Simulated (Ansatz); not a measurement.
**C₆H₆O₂: ionisation energy by level of theory**

The task here is to estimate one member of a computed series from the others.

The runs use Ansatz 0.2.0, Gaussian basis; unrestricted cation, the program's frozen cores in correlated methods.

Plan: UKS PBE-D4/def2-TZVPP; UKS r2SCAN-D4/def2-TZVPP; UKS PBE0-D4/def2-TZVPP; UKS B3LYP-D4/def2-TZVPP; UKS wB97X-V/def2-TZVPP; UKS wB97M-V/def2-TZVPP; UKS B2PLYP/def2-TZVPP; UHF-CCSD(T)/def2-TZVPP; UHF-MP2/def2-QZVPP; extrapolation to the limit; then −ε(HOMO) from the neutral's earlier runs with LDA (SPW92), PBE-D4, revPBE-D4, BLYP-D4, r2SCAN-D4, B97M-V, PBE0-D4, B3LYP-D4, r2SCANh-D4, r2SCAN0-D4, HSE06-D4, BHLYP-D4, CAM-B3LYP-D4, LC-ωPBE, ωB97X-V, ωB97M-V.

## The geometry

All runs share one geometry, relaxed beforehand with PBE0-D4 in a triple-zeta def2 set.

SMILES `Oc1ccccc1O`, 14 atoms, charge 0, spin multiplicity 1.

Atoms are counted from 1 here; the program's logs count them from 0.

Bond lengths: O1–C2 1.366 Å, O1–H9 0.960 Å, C2–C3 1.382 Å, C2–C7 1.396 Å, C3–C4 1.389 Å, C3–H10 1.086 Å, C4–C5 1.385 Å, C4–H11 1.083 Å, C5–C6 1.388 Å, C5–H12 1.083 Å, C6–C7 1.383 Å, C6–H13 1.083 Å, C7–O8 1.352 Å, O8–H14 0.964 Å. Angles: C2–O1–H9 109.9°, O1–C2–C3 124.3°, O1–C2–C7 115.3°, C3–C2–C7 120.4°, C2–C3–C4 119.9°, C2–C3–H10 119.6°, C4–C3–H10 120.5°, C3–C4–C5 119.8°, C3–C4–H11 119.7°, C5–C4–H11 120.5°, C4–C5–C6 120.3°, C4–C5–H12 120.2°, C6–C5–H12 119.5°, C5–C6–C7 120.2°, C5–C6–H13 121.4°, C7–C6–H13 118.4°, C2–C7–C6 119.4°, C2–C7–O8 120.4° and more.

The first run:

in.yaml

```yaml
crystal:
  periodic: [false, false, false]
  atoms:
    - {symbol: O, position_ang: [0.552260, -1.260614, 1.876071]}
    - {symbol: C, position_ang: [0.340875, -0.482509, 0.773173]}
    - {symbol: C, position_ang: [1.310081, 0.297862, 0.172576]}
    - {symbol: C, position_ang: [0.994160, 1.055620, -0.948392]}
    - {symbol: C, position_ang: [-0.292627, 1.024559, -1.458838]}
    - {symbol: C, position_ang: [-1.266610, 0.240448, -0.855592]}
    - {symbol: C, position_ang: [-0.957631, -0.515777, 0.260728]}
    - {symbol: O, position_ang: [-1.905354, -1.279935, 0.849489]}
    - {symbol: H, position_ang: [1.464888, -1.178870, 2.162726]}
    - {symbol: H, position_ang: [2.315973, 0.313558, 0.582330]}
    - {symbol: H, position_ang: [1.756950, 1.666010, -1.415782]}
    - {symbol: H, position_ang: [-0.546157, 1.612737, -2.332485]}
    - {symbol: H, position_ang: [-2.278882, 0.203162, -1.240132]}
    - {symbol: H, position_ang: [-1.500823, -1.725448, 1.602930]}
basis:
  gaussian: {orbitals: def2-TZVPP}
total_charge: 1
magnetization: {spin_polarized: true, initial_magnetization: 1}
hamiltonian: {xc: pbe, dispersion: d4}
```

On the command line:

```console
ansatz run in.yaml --threads 2 --pin off --events-out ev --progress --plain --max-ram 22528MiB --backend cuda --devices 0, --max-vram 18GiB
```

Steps of the session up to this table: Cation, UKS PBE-D4/def2-TZVPP; Cation, UKS r2SCAN-D4/def2-TZVPP; Cation, UKS PBE0-D4/def2-TZVPP; Cation, UKS B3LYP-D4/def2-TZVPP; Cation, UKS wB97X-V/def2-TZVPP; Cation, UKS wB97M-V/def2-TZVPP; Cation, UKS B2PLYP (frozen core)/def2-TZVPP; Cation, UHF-CCSD(T)/def2-TZVPP; Cation, UHF-MP2/def2-QZVPP.

One of the session's tables, all rows but one given; the rest of the session is left out.

Orbital estimates, from the neutral's runs:

```
  functional  −ε(HOMO) (eV)
 LDA (SPW92)           5.34
      PBE-D4           5.13
   revPBE-D4           5.05
     BLYP-D4           4.98
   r2SCAN-D4           5.30
      B97M-V           5.30
     PBE0-D4              ?
    B3LYP-D4           6.00
  r2SCANh-D4           5.71
  r2SCAN0-D4           6.33
    HSE06-D4           5.81
    BHLYP-D4           7.11
CAM-B3LYP-D4           7.43
     LC-ωPBE           8.66
     ωB97X-V           8.33
     ωB97M-V           8.27
```

**Question.** Estimate the row for PBE0-D4.

The run gave: −ε(HOMO) (eV): 6.20. In the column «−ε(HOMO) (eV)» it lies between B3LYP-D4 (6.00) and r2SCAN0-D4 (6.33).

To keep in mind: The cation may have settled in a state other than its lowest; no search over hole states beyond the program's own was made.
